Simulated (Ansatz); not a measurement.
# Ti2InC6: the cost of one run

Method: DFT PBE, scalar-relativistic, plane waves, PAW, in Ansatz 0.2.0.

1 further run of the same task is left out (it didn't finish).

### 1 The system as given

It takes space group Fm-3m (No. 225, cubic). Conventional cell: a = 7.818 Å, b = 7.818 Å, c = 7.818 Å, α = 90.00°, β = 90.00°, γ = 90.00°. Around Ti (site symmetry -43m) lie 12 C at 2.77 Å. In (site symmetry m-3m) is surrounded by 6 C at 1.85 Å. C (site symmetry 4mm) has 1 In at 1.85 Å as nearest neighbours.

As a file:

```
Ti In C
1.0
     0.00000    3.90889    3.90889
     3.90889    0.00000    3.90889
     3.90889    3.90889    0.00000
Ti In C
2 1 6
Direct
  0.25000 0.25000 0.25000
  0.75000 0.75000 0.75000
  0.00000 0.00000 0.00000
  0.76386 0.23614 0.23614
  0.23614 0.76386 0.76386
  0.23614 0.76386 0.23614
  0.76386 0.23614 0.76386
  0.23614 0.23614 0.76386
  0.76386 0.76386 0.23614
```

A structure generator made this guess: species swapped into a database cell of Rb2TcCl6 (Fm-3m, No. 225), with Ti on the Rb sites, In on the Tc sites and C on the Cl sites. Lengths come from tabulated atomic sizes and are only a guess.

### 2 The guess as it stands, on a coarse mesh

Input file input.yaml:

```yaml
crystal:
  lattice:
    - [0.0, 3.90888605, 3.90888605]
    - [3.90888605, 0.0, 3.90888605]
    - [3.90888605, 3.90888605, 0.0]
  atoms:
    - { symbol: Ti, position: [0.25, 0.25, 0.25] }
    - { symbol: Ti, position: [0.75, 0.75, 0.75] }
    - { symbol: In, position: [0.0, 0.0, 0.0] }
    - { symbol: C, position: [0.76385778, 0.23614222, 0.23614222] }
    - { symbol: C, position: [0.23614222, 0.76385778, 0.76385778] }
    - { symbol: C, position: [0.23614222, 0.76385778, 0.23614222] }
    - { symbol: C, position: [0.76385778, 0.23614222, 0.76385778] }
    - { symbol: C, position: [0.23614222, 0.23614222, 0.76385778] }
    - { symbol: C, position: [0.76385778, 0.76385778, 0.23614222] }
basis:
  ecutwfc: 420
kpoints:
  mp_grid: { grid: [4, 4, 4] }
hamiltonian:
  xc: pbe
scf:
  occupations: { method: gaussian, width: 0.1 }
  lower_state_search: "off"
output:
  forces: true
  stress: true
  eigenvalues: true
```

The run is started by

```
$ ansatz run input.yaml --threads 1 --pin off --max-ram 2048MiB --backend cpu --events-out ev --progress --plain --runs-dir out
```

**Question.** How long does this run take on 1 thread of Intel Xeon 6975P-C (Granite Rapids), shared host, and how much memory does it need?

About 1.6 s, with a peak of 0.46 GiB.
